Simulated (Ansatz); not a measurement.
# BH₅NSn+: single points off equilibrium

One table from this session's results is given with a row withheld; the runs are named, their logs left out.

Computed with Ansatz 0.2.0, Gaussian basis. Level: single points in def2-TZVPP.

Correlated methods freeze the cores. Filled d shells of the heavier atoms are correlated. Core potentials replace the inner electrons past krypton, and spin-orbit coupling is left out.

## Where the work starts

8 atoms, charge 1, spin multiplicity 1.

Atoms are counted from 1 here; the program's logs count them from 0.

Bond lengths: N1–B2 1.391 Å, N1–H4 1.095 Å, N1–H5 1.031 Å, B2–Sn3 2.549 Å, B2–H6 1.153 Å, Sn3–H7 1.719 Å, Sn3–H8 1.867 Å. Angles: B2–N1–H4 126.4°, B2–N1–H5 121.2°, H4–N1–H5 112.3°, N1–B2–Sn3 117.0°, N1–B2–H6 128.6°, Sn3–B2–H6 114.3°, B2–Sn3–H7 130.0°, B2–Sn3–H8 127.5°, H7–Sn3–H8 102.4°.

As a file:

```
N    -1.06440    1.04610   -0.77260
B     0.14330    0.96700   -0.08660
Sn    0.87690   -1.34410    0.69930
H    -1.75140    0.21840   -0.97550
H    -1.43930    1.95230   -1.08980
H     0.90310    1.80610    0.13140
H     2.11250   -1.79540    1.80590
H     0.11870   -2.99040    0.24960
```

Set-up of the first run:

The input, run/in.yaml:

```yaml
crystal:
  periodic: [false, false, false]
  atoms:
    - {symbol: N, position_ang: [-1.064400, 1.046100, -0.772600]}
    - {symbol: B, position_ang: [0.143300, 0.967000, -0.086600]}
    - {symbol: Sn, position_ang: [0.876900, -1.344100, 0.699300]}
    - {symbol: H, position_ang: [-1.751400, 0.218400, -0.975500]}
    - {symbol: H, position_ang: [-1.439300, 1.952300, -1.089800]}
    - {symbol: H, position_ang: [0.903100, 1.806100, 0.131400]}
    - {symbol: H, position_ang: [2.112500, -1.795400, 1.805900]}
    - {symbol: H, position_ang: [0.118700, -2.990400, 0.249600]}
basis:
  gaussian: {orbitals: def2-TZVPP}
total_charge: 1
correlation: {method: ccsd_t}
output: {forces: true}
```

No record of the launch command was kept for these runs.

Steps of the session up to this table: CCSD(T)/def2-TZVPP; PBE0-D4/def2-TZVPP; wB97M-V/def2-TZVPP; r2SCAN-D4/def2-TZVPP; PBE-D4/def2-TZVPP; BLYP-D4/def2-TZVPP; CAM-B3LYP-D4/def2-TZVPP.

One of the session's tables, all rows but one given; the rest of the session is left out.

```
      method  RMS force component (eV/Å)  angle to CCSD(T) forces (°)
     CCSD(T)                       0.987                    reference
     PBE0-D4                       1.009                          8.8
     wB97M-V                       1.001                          7.8
   r2SCAN-D4                       0.975                          7.5
      PBE-D4                           ?                            ?
     BLYP-D4                       0.864                         10.9
CAM-B3LYP-D4                       1.004                         10.7
```

Estimate the missing values for PBE-D4.

**Answer.** RMS force component (eV/Å): 0.908; angle to CCSD(T) forces (°): 10.9. In the column «RMS force component (eV/Å)» it lies between BLYP-D4 (0.864) and r2SCAN-D4 (0.975).
